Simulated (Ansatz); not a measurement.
# IrC: the crystal squeezed far

How does IrC (zincblende type) answer strong compression? The runs shown use PAW. Its runs: cell relaxed at zero pressure (PAW); volume scaled by 1 (PAW); volume scaled by 0.88 (PAW); volume scaled by 0.78 (PAW); volume scaled by 0.68 (PAW); volume scaled by 0.58 (PAW); volume scaled by 0.5 (PAW); volume scaled by 0.43 (PAW and PAW (cutoff 800 eV)).

Method: DFT, PBE, PAW with Ansatz's default frozen-core files, scalar-relativistic, in Ansatz 0.2.0.

1 further run of the same task is left out (it didn't finish).

**1. Starting point**

Symmetry: F-43m, No. 216, cubic system. Conventional cell: a = 4.644 Å, b = 4.644 Å, c = 4.644 Å, α = 90.00°, β = 90.00°, γ = 90.00°. Ir (site symmetry -43m) is surrounded by 4 C at 2.01 Å. C (site symmetry -43m) has 4 Ir at 2.01 Å as nearest neighbours.

Structure file:

```
Ir C
1.0
     0.00000    2.32185    2.32185
     2.32185    0.00000    2.32185
     2.32185    2.32185    0.00000
Ir C
1 1
Direct
  0.00000 0.00000 0.00000
  0.25000 0.25000 0.25000
```

Whether this phase is the stable one at these pressures isn't tested.

Atoms are numbered in the order of the input: Ir1, C2.

**2. Cell relaxed at zero pressure, PAW**

File input.yaml:

```yaml
crystal:
  lattice:
    - [0.0, 2.3218500048, 2.3218500048]
    - [2.3218500048, 0.0, 2.3218500048]
    - [2.3218500048, 2.3218500048, 0.0]
  atoms:
    - { symbol: Ir, position: [0.0, 0.0, 0.0] }
    - { symbol: C, position: [0.25, 0.25, 0.25] }
kpoints:
  mp_grid: { grid: [16, 16, 16] }
scf:
  occupations: { method: fermi_dirac, width: 0.08 }
hamiltonian:
  xc: pbe
  pseudopotentials: { kind: paw }
output:
  forces: true
  stress: true
relax:
  f_tol: 0.005
  max_steps: 40
  cell: {}
```

Launch:

```bash
> ansatz run input.yaml --threads 1 --pin off --max-ram 2048MiB --backend cpu --events-out ev --progress --plain --runs-dir out
```

Further steps of the session: Volume scaled by 1, PAW; Volume scaled by 0.88, PAW; Volume scaled by 0.78, PAW; Volume scaled by 0.68, PAW; Volume scaled by 0.58, PAW; Volume scaled by 0.5, PAW; Volume scaled by 0.43, PAW; Volume scaled by 0.43, PAW (cutoff 800 eV).

**Question.** What will these runs give? Wanted: PAW pressure at 0.43 of the volume; fitted bulk modulus at zero pressure.

As calculated:

| quantity | value |
| --- | --- |
| PAW pressure at 0.43 of the volume | 1393.1 GPa |
| PAW (cutoff 800 eV) pressure at 0.43 of the volume | 1392.8 GPa |
| fitted bulk modulus at zero pressure (PAW) | 290 GPa |
| its pressure derivative | 4.09 |

**Reading.** By PAW the pressure climbs to 1393 GPa at 0.43 of the first volume. A third-order Birch-Murnaghan curve fits the range only roughly (B₀ = 290 GPa, B′ = 4.09, misfit at most 11.57 GPa). A fit over so wide a range leans to the high pressures, so B₀ can be off by several per cent. No all-electron run checks these rows here, and frozen cores can fail under such compression. The ions are at rest, and the electrons smeared by 0.08 eV. Spin-orbit coupling is left out, though the cell holds Ir; in elements this heavy it can shift bands and gaps by tenths of an eV.
